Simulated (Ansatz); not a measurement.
# C3H7NSe: basis-set convergence

An exercise on one series of results from a longer session: the logs are not shown, and one member is left open.

Computed with Ansatz 0.2.0, Gaussian basis. Level: one geometry, several basis sets.

The runs, in order: PBE0-D4/def2-SVP; ωB97M-V/def2-SVP; PBE0-D4/def2-QZVPP; ωB97M-V/def2-QZVPP; the functionals' def2-TZVPP values are taken from earlier runs.

### Structure used throughout

An earlier PBE0-D4 in a triple-zeta def2 set relaxation fixed the geometry.

SMILES `CC(=N)C[SeH]`, 12 atoms, charge 0, spin multiplicity 1.

Atoms are counted from 1 here; the program's logs count them from 0.

Bond lengths: C1–C2 1.499 Å, C1–H6 1.093 Å, C1–H7 1.090 Å, C1–H8 1.094 Å, C2–N3 1.268 Å, C2–C4 1.498 Å, N3–H9 1.020 Å, C4–Se5 1.965 Å, C4–H10 1.090 Å, C4–H11 1.088 Å, Se5–H12 1.469 Å. Angles: C2–C1–H6 110.3°, C2–C1–H7 111.3°, C2–C1–H8 110.5°, H6–C1–H7 108.8°, H6–C1–H8 107.2°, H7–C1–H8 108.8°, C1–C2–N3 125.8°, C1–C2–C4 116.9°, N3–C2–C4 117.3°, C2–N3–H9 110.8°, C2–C4–Se5 112.9°, C2–C4–H10 112.2°, C2–C4–H11 109.3°, Se5–C4–H10 107.2°, Se5–C4–H11 105.6°, H10–C4–H11 109.4°, C4–Se5–H12 95.8°.

The first run:

in.yaml

```yaml
crystal:
  periodic: [false, false, false]
  atoms:
    - {symbol: C, position_ang: [-1.246696, 0.406364, 0.126982]}
    - {symbol: C, position_ang: [0.232708, 0.559306, 0.311281]}
    - {symbol: N, position_ang: [0.801412, 1.368803, 1.104132]}
    - {symbol: C, position_ang: [1.114141, -0.319216, -0.522045]}
    - {symbol: Se, position_ang: [1.028569, -2.209607, 0.005988]}
    - {symbol: H, position_ang: [-1.556552, -0.610809, 0.380363]}
    - {symbol: H, position_ang: [-1.798456, 1.107420, 0.753683]}
    - {symbol: H, position_ang: [-1.521639, 0.576564, -0.918516]}
    - {symbol: H, position_ang: [0.111165, 1.915280, 1.619633]}
    - {symbol: H, position_ang: [0.863090, -0.269451, -1.581737]}
    - {symbol: H, position_ang: [2.151883, -0.023610, -0.381678]}
    - {symbol: H, position_ang: [-0.102726, -2.556242, -0.864186]}
basis:
  gaussian: {orbitals: def2-SVP}
hamiltonian: {xc: pbe0, dispersion: d4}
output: {orbitals: {seedname: orbitals}}
```

Started as:

```console
$ ansatz run in.yaml --threads 4 --pin off --events-out ev --progress --plain --max-ram 10444MiB
```

Among the steps run: PBE0-D4 in def2-SVP; ωB97M-V in def2-SVP; PBE0-D4 in def2-QZVPP; ωB97M-V in def2-QZVPP.

One of the session's tables, all rows but one given; the rest of the session is left out.

It belongs to the step «Density functionals: the series». 

| functional | basis | HOMO (eV) | LUMO (eV) |
| --- | --- | --- | --- |
| PBE0-D4 | def2-SVP | ? | ? |
| PBE0-D4 | def2-TZVPP | -6.71 | -0.55 |
| PBE0-D4 | def2-QZVPP | -6.74 | -0.62 |
| ωB97M-V | def2-SVP | -8.74 | 1.94 |
| ωB97M-V | def2-TZVPP | -8.92 | 1.51 |
| ωB97M-V | def2-QZVPP | -8.95 | 1.27 |

**Question.** Estimate the row for PBE0-D4, def2-SVP.

The run gave: HOMO (eV): -6.55; LUMO (eV): -0.27. In the column «HOMO (eV)» it is the highest.
